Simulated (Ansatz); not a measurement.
# C: the cost of one run

Program: Ansatz 0.2.0. Level of theory: DFT LDA, scalar-relativistic, plane waves, PAW. These are calculated values, not measurements.

## 1. The system as given

It takes space group Im-3m (No. 229, cubic). The conventional cell has a = 4.843 Å, b = 4.843 Å, c = 4.843 Å, α = 90.00°, β = 90.00°, γ = 90.00°. C (site symmetry 3m) has 4 C at 1.47 to 1.58 Å as nearest neighbours.

As a file:

```cif
data_structure
_symmetry_space_group_name_H-M 'Im-3m'
_symmetry_Int_Tables_number 229
_cell_length_a 4.8434
_cell_length_b 4.8434
_cell_length_c 4.8434
_cell_angle_alpha 90.000
_cell_angle_beta 90.000
_cell_angle_gamma 90.000
_cell_volume 113.62
loop_
_atom_site_label
_atom_site_type_symbol
_atom_site_symmetry_multiplicity
_atom_site_Wyckoff_symbol
_atom_site_fract_x
_atom_site_fract_y
_atom_site_fract_z
_atom_site_occupancy
C1 C 16 f 0.83735 0.16265 0.16265 1
```

Source of the structure: the Materials Project (structure only).

(A quick probe on a coarse mesh, which set the mesh and smearing, is not shown.)

## 3. Full relaxation

Input file input.yaml:

```yaml
crystal:
  lattice:
    - [-2.4217198476, 2.4217198476, 2.4217198476]
    - [2.4217198476, -2.4217198476, 2.4217198476]
    - [2.4217198476, 2.4217198476, -2.4217198476]
  atoms:
    - { symbol: C, position: [0.32530696, 0.0, 0.0] }
    - { symbol: C, position: [0.67469304, 0.67469304, 0.67469304] }
    - { symbol: C, position: [0.0, 0.32530696, 0.0] }
    - { symbol: C, position: [0.0, 0.0, 0.32530696] }
    - { symbol: C, position: [0.0, 0.67469304, 0.0] }
    - { symbol: C, position: [0.32530696, 0.32530696, 0.32530696] }
    - { symbol: C, position: [0.67469304, 0.0, 0.0] }
    - { symbol: C, position: [0.0, 0.0, 0.67469304] }
basis:
  ecutwfc: 420
kpoints:
  mp_grid: { grid: [8, 8, 8] }
hamiltonian:
  xc: lda
scf:
  occupations: { method: gaussian, width: 0.02 }
output:
  forces: true
  stress: true
  eigenvalues: true
relax:
  adjacent_minimum: "off"
  f_tol: 0.005
  max_steps: 80
  cell: { stress_tol: 0.05 }
```

The run is started by

```bash
$ ansatz run input.yaml --threads 2 --pin off --max-ram 5120MiB --backend cpu --events-out ev --progress --plain --runs-dir out
```

**Question.** How long does this run take on 2 threads of Intel Xeon at 2.50GHz (Skylake/Cascade Lake), shared host, and how much memory does it need?

About 15 s, with a peak of 0.36 GiB.
